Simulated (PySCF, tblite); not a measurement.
# C₃H₄BNO₄: geometry, infrared bands and NMR shifts

Aim: predict the infrared bands and NMR shifts of C₃H₄BNO₄ (`N#C[C@@H]1OCOB(O)O1`).

Programs: tblite 0.8.0 and PySCF 2.14.0, with density-fitted response routines of our own. Each step states its level of theory. These are calculated values for one molecule in the gas phase, unless marked as measured. Atoms count from 0, in the outputs and in this text.

### Step 1. The starting structure

13 atoms, charge 0, multiplicity 1; geometry from: force field or distance geometry start.

Bonds of the start (Å): N0–C1 1.18, C1–C2 1.46, C2–O3 1.41, O3–C4 1.38, C4–O5 1.39, O5–B6 1.46, B6–O7 1.45, B6–O8 1.45, O8–C2 1.40, C2–H9 1.09, C4–H10 1.12, C4–H11 1.13, O7–H12 0.98.

### Step 2. Optimising the geometry with GFN2-xTB

The job: settings as JSON, then the geometry in Å.

```
{"job": {"kind": "relax", "xc": "GFN2-xTB", "basis": "xTB"}, "charge": 0, "multiplicity": 1}
N      2.116700    -0.246300     1.465200
C      1.595700    -0.139900     0.410500
C      0.971600    -0.001200    -0.903000
O      0.354900     1.265500    -0.901900
C     -0.540700     1.454000     0.134200
O     -0.795800     0.341700     0.920900
B     -0.908200    -0.847000     0.078500
O     -1.531700    -2.001500     0.701800
O     -0.025100    -0.967400    -1.069400
H      1.692000     0.010900    -1.714800
H     -0.204400     2.262000     0.827700
H     -1.523700     1.733200    -0.336900
H     -1.205700    -2.863600     0.369600
```

Started as:

```sh
OMP_NUM_THREADS=1 python probes_run.py task.json out
```

The driver reads the jobs from task.json and runs them one after another.

**Question.** This job is followed by: GFN2-xTB harmonic vibrations, gas phase; GIAO PBE0/pcSseg-1 NMR shielding, non-relativistic, gas phase. Predict these results of the whole session: strongest single infrared mode (GFN2-xTB); zero-point energy (GFN2-xTB); 13C shifts against TMS (PBE0/pcSseg-1); 1H shifts against TMS (PBE0/pcSseg-1); 15N shifts against NH3 (PBE0/pcSseg-1); 17O shifts against H2O (PBE0/pcSseg-1); 11B shifts against BF3·OEt2 (PBE0/pcSseg-1).

As calculated:

| quantity | value |
| --- | --- |
| strongest single infrared mode (GFN2-xTB) | 1181 cm⁻¹, 405 km/mol |
| zero-point energy (GFN2-xTB) | 52.5 kcal/mol |
| 13C shifts against TMS (PBE0/pcSseg-1) | 118.7, 90.1, 87.1 ppm |
| 1H shifts against TMS (PBE0/pcSseg-1) | 5.90, 5.87, 5.55, 3.66 ppm |
| 15N shifts against NH3 (PBE0/pcSseg-1) | 311.2 ppm |
| 17O shifts against H2O (PBE0/pcSseg-1) | 128.5, 118.1, 116.6, 92.2 ppm |
| 11B shifts against BF3·OEt2 (PBE0/pcSseg-1) | 14.3 ppm |

Relaxing lowered the energy by 1.199 eV in 62 steps; the close pair that moved most is B6–O7, from 1.453 to 1.340 Å. No mode is imaginary among the 33: a minimum at this level. The strongest single mode, at 1181 cm⁻¹, is carried by B6, H9, O3, H11. Unscaled tight-binding wavenumbers are off by several per cent, some by more. Its intensities can rank the bands wrongly. C1 (nitrile carbon) lies farthest downfield among carbon, at 118.7 ppm; typical of a nitrile. At PBE0/pcSseg-1: The largest span, 498 ppm, is at N0, where the paramagnetic term is -382 ppm.
